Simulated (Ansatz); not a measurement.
# C₂H₆FOY: basis-set convergence

The task here is to estimate one member of a computed series from the others.

Method: one geometry, several basis sets; program: Ansatz 0.2.0, Gaussian basis.

Levels to be run: PBE0-D4/def2-SVP; ωB97M-V/def2-SVP; PBE0-D4/def2-QZVPP; ωB97M-V/def2-QZVPP; the functionals' def2-TZVPP values are taken from earlier runs.

## Structure used throughout

The geometry comes from an earlier relaxation with PBE0-D4 in a triple-zeta def2 set; it is a stationary point, not always the lowest conformer. Y takes the def2 core potential; no spin-orbit term is included.

SMILES `C[O][Y]([CH3])[F]`, 11 atoms, charge 0, spin multiplicity 1.

Atoms are counted from 1 here; the program's logs count them from 0.

Bond lengths: C1–O2 1.388 Å, C1–H6 1.097 Å, C1–H7 1.097 Å, C1–H8 1.097 Å, O2–Y3 2.006 Å, Y3–C4 2.366 Å, Y3–F5 2.006 Å, C4–H9 1.098 Å, C4–H10 1.099 Å, C4–H11 1.098 Å. Angles: O2–C1–H6 111.0°, O2–C1–H7 111.2°, O2–C1–H8 111.4°, H6–C1–H7 107.6°, H6–C1–H8 107.6°, H7–C1–H8 107.8°, C1–O2–Y3 173.0°, O2–Y3–C4 113.8°, O2–Y3–F5 121.6°, C4–Y3–F5 115.7°, Y3–C4–H9 113.7°, Y3–C4–H10 110.8°, Y3–C4–H11 113.5°, H9–C4–H10 105.9°, H9–C4–H11 106.8°, H10–C4–H11 105.5°.

The first run:

Contents of in.yaml:

```yaml
crystal:
  periodic: [false, false, false]
  atoms:
    - {symbol: C, position_ang: [-1.519319, 0.696977, 1.836893]}
    - {symbol: O, position_ang: [-0.515497, 0.688648, 0.878487]}
    - {symbol: Y, position_ang: [0.772051, 0.778401, -0.657258]}
    - {symbol: C, position_ang: [1.424034, -1.341005, -1.482145]}
    - {symbol: F, position_ang: [0.685905, 2.251576, -2.016229]}
    - {symbol: H, position_ang: [-1.171478, 1.163808, 2.767053]}
    - {symbol: H, position_ang: [-1.845056, -0.322350, 2.078117]}
    - {symbol: H, position_ang: [-2.397212, 1.258001, 1.492687]}
    - {symbol: H, position_ang: [2.163486, -1.290826, -2.292141]}
    - {symbol: H, position_ang: [0.560796, -1.881909, -1.895167]}
    - {symbol: H, position_ang: [1.842288, -2.001310, -0.710296]}
basis:
  gaussian: {orbitals: def2-SVP}
hamiltonian: {xc: pbe0, dispersion: d4}
output: {orbitals: {seedname: orbitals}}
```

Among the steps run: PBE0-D4 in def2-SVP; ωB97M-V in def2-SVP; PBE0-D4 in def2-QZVPP; ωB97M-V in def2-QZVPP.

One table of the session follows, with a row left open; its other results are not shown here.

It belongs to the step «Density functionals: the series». 

```
functional       basis  HOMO (eV)  LUMO (eV)
   PBE0-D4    def2-SVP      -6.40      -1.75
   PBE0-D4  def2-TZVPP      -6.54      -1.81
   PBE0-D4  def2-QZVPP          ?          ?
   ωB97M-V    def2-SVP      -8.66      -0.58
   ωB97M-V  def2-TZVPP      -8.81      -0.69
   ωB97M-V  def2-QZVPP      -8.81      -0.73
```

**Question.** Estimate the row for PBE0-D4, def2-QZVPP.

As computed: HOMO (eV): -6.54; LUMO (eV): -1.80.
